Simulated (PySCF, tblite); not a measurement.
# C₄H₈B₂NP: geometry, infrared bands and NMR shifts

Aim: predict the infrared bands and NMR shifts of C₄H₈B₂NP (`C#CB(C=C)NBP`).

Computed with tblite 0.8.0 and PySCF 2.14.0, with density-fitted response routines of our own, on a single molecule in the gas phase. Atoms count from 0, in the outputs and in this text.

### Step 1. Starting geometry

16 atoms, charge 0, multiplicity 1; geometry from: force field or distance geometry start.

Bonds of the start (Å): C0–C1 1.19, C1–B2 1.57, B2–C3 1.56, C3–C4 1.33, B2–N5 1.51, N5–B6 1.53, B6–P7 1.95, C0–H8 1.07, C3–H9 1.07, C4–H10 1.09, C4–H11 1.07, N5–H12 1.04, B6–H13 1.18, P7–H14 1.46, P7–H15 1.44.

### Step 2. Relaxing the molecule with GFN2-xTB

Job settings and geometry (Å):

```
{"job": {"kind": "relax", "xc": "GFN2-xTB", "basis": "xTB"}, "charge": 0, "multiplicity": 1}
C     -1.788500     2.636400    -0.212500
C     -1.220200     1.609900    -0.000800
B     -0.459800     0.268100     0.269300
C     -1.344700    -1.004700     0.442500
C     -2.665700    -0.885100     0.418700
N      0.965900     0.351700     0.755600
B      1.722900    -0.960600     0.571900
P      3.614800    -0.817500     0.132000
H     -2.324600     3.546200    -0.400900
H     -0.945500    -1.988000     0.612100
H     -3.177200     0.059700     0.256000
H     -3.261600    -1.761800     0.539300
H      1.466000     1.166100     0.350800
H      1.402600    -1.976600     1.087900
H      3.700600    -0.370000    -1.252800
H      4.307400     0.135100     0.954400
```

Run with:

```console
OMP_NUM_THREADS=1 python probes_run.py task.json out
```

One launch serves the whole session: the jobs run in the order shown.

**Question.** This job is followed by: GFN2-xTB harmonic vibrations, gas phase; GIAO PBE0/pcSseg-1 NMR shielding, non-relativistic, gas phase. What will the session give for the following? strongest single infrared mode (GFN2-xTB); zero-point energy (GFN2-xTB); 13C shifts against TMS (PBE0/pcSseg-1); 1H shifts against TMS (PBE0/pcSseg-1, means over atoms taken as alike); 11B shifts against BF3·OEt2 (PBE0/pcSseg-1); 15N shifts against NH3 (PBE0/pcSseg-1); 31P shifts against H3PO4 (PBE0/pcSseg-1); surface potential, 1st and 99th percentile.

As calculated:

| quantity | value |
| --- | --- |
| strongest single infrared mode (GFN2-xTB) | 1378 cm⁻¹, 947 km/mol |
| zero-point energy (GFN2-xTB) | 69.8 kcal/mol |
| 13C shifts against TMS (PBE0/pcSseg-1) | 154.2, 143.6, 106.7, 94.9 ppm |
| 1H shifts against TMS (PBE0/pcSseg-1, means over atoms taken as alike) | 7.18, 7.13, 7.02, 6.86, 6.82, 2.69, 1.94 ppm |
| 11B shifts against BF3·OEt2 (PBE0/pcSseg-1) | 55.4, 32.3 ppm |
| 15N shifts against NH3 (PBE0/pcSseg-1) | 188.5 ppm |
| 31P shifts against H3PO4 (PBE0/pcSseg-1) | -226.2 ppm |
| surface potential, 1st and 99th percentile | -0.99 V and 1.65 V |

What this shows: The optimisation took 146 steps and gained 1.634 eV; among the close pairs (by a distance rule), N5–B6 changed most, from 1.526 to 1.404 Å. No mode is imaginary among the 42: a minimum at this level. The strongest single mode, at 1378 cm⁻¹, is carried by N5, H12, B6, B2. GFN2-xTB is a fitted tight-binding method: band positions and strengths are rough. Its intensities can rank the bands wrongly. The most deshielded carbon is C4 (terminal =CH2 carbon), at 154.2 ppm: as expected for a trigonal carbon in a double bond. At PBE0/pcSseg-1, counted by nearest atom on the grid, the HOMO lies on P7 59 %; B6 10 %, the LUMO on B2 30 %; B6 14 %.
